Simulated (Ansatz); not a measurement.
C3H5BO, SMILES C=C1CBO1, a ladder of methods at one geometry

Program: the Python package of Ansatz (0.2.0).

The cells in order, each with its output:

**Cell 1**
```python
from pathlib import Path

import ansatz as az
from ase import Atoms
import numpy as np

atoms = Atoms(["C", "C", "C", "B", "O", "H", "H", "H", "H", "H"], positions=[
    (-1.6114, 0.6747, -0.0611),
    (-0.4062, 0.3197, -0.214),
    (0.449, -0.6024, 0.4791),
    (1.6997, -0.3025, -0.4486),
    (0.6595, 0.6171, -1.1401),
    (-2.0789, 1.458, -0.7614),
    (-2.2427, 0.3249, 0.7317),
    (0.1687, -1.6373, 0.4108),
    (0.6954, -0.2531, 1.5731),
    (2.75, -0.6502, -0.5666),
])
geometry = az.Crystal.molecule_from_ase(atoms)
```

**Cell 2**
```python
calc = geometry.calculation().basis(gaussian="def2-SVP")

print("functional    E (Ha)        dipole (D)   HOMO (eV)  LUMO (eV)")
for name in ["pbe", "r2scan", "hf", "pbe0", "b3lyp", "r2scan0"]:
    summary = calc.functional(name).forces().orbitals().run(runs_dir="runs").report
    lines = Path(summary["orbitals_path"]).read_text().splitlines()
    field_of = lambda key: [line.split("=")[1].strip() for line in lines if line.startswith(key)]
    orbitals = [(27.211386 * float(e), s, float(n)) for e, s, n in zip(field_of("Ene="), field_of("Spin="), field_of("Occup="))]
    homo = max(e for e, _, n in orbitals if n > 0.5)
    lumo = min(e for e, _, n in orbitals if n < 0.5)
    dipole = 4.803205 * np.linalg.norm(summary["charge_distribution"]["dipole_moment_e_ang"])
    print(f"{name:10s} {summary['free_energy_ev'] / 27.211386246:14.6f} {dipole:9.3f} {homo:11.3f} {lumo:10.3f}")
```
Output:
```text
functional    E (Ha)        dipole (D)   HOMO (eV)  LUMO (eV)
pbe           -216.892843     1.427      -6.106     -1.931
r2scan        -217.036907     1.608      -6.356     -1.595
hf            -215.821742     2.202      -9.918      2.741
pbe0          -216.910551     1.658      -7.317     -0.959
b3lyp         -217.173717     1.601      -7.049     -1.158
r2scan0       -217.011147     1.772      -7.461     -0.742
```

What to keep in mind:
- Total energies depend on the basis set; only differences at equal settings carry meaning.
- The geometry is a force-field or estimated start, not a minimum of this method, and the basis set is short of its limit. A lower total doesn't mark the better method: functionals have no common bound, and MP2 and coupled cluster aren't variational.
- b3lyp holds the VWN-RPA fit, as in Gaussian; the form of ORCA and Turbomole is b3lyp5.
- Levels such as HOMO and LUMO are orbital energies: with these approximate functionals they aren't the ionisation energy and electron affinity, and their gap isn't the fundamental gap.
- Hardware and time: 10 s on 1 thread of AMD EPYC 9R45 96-Core Processor (Zen 5), with other jobs on the host, peak memory 0.27 GiB.
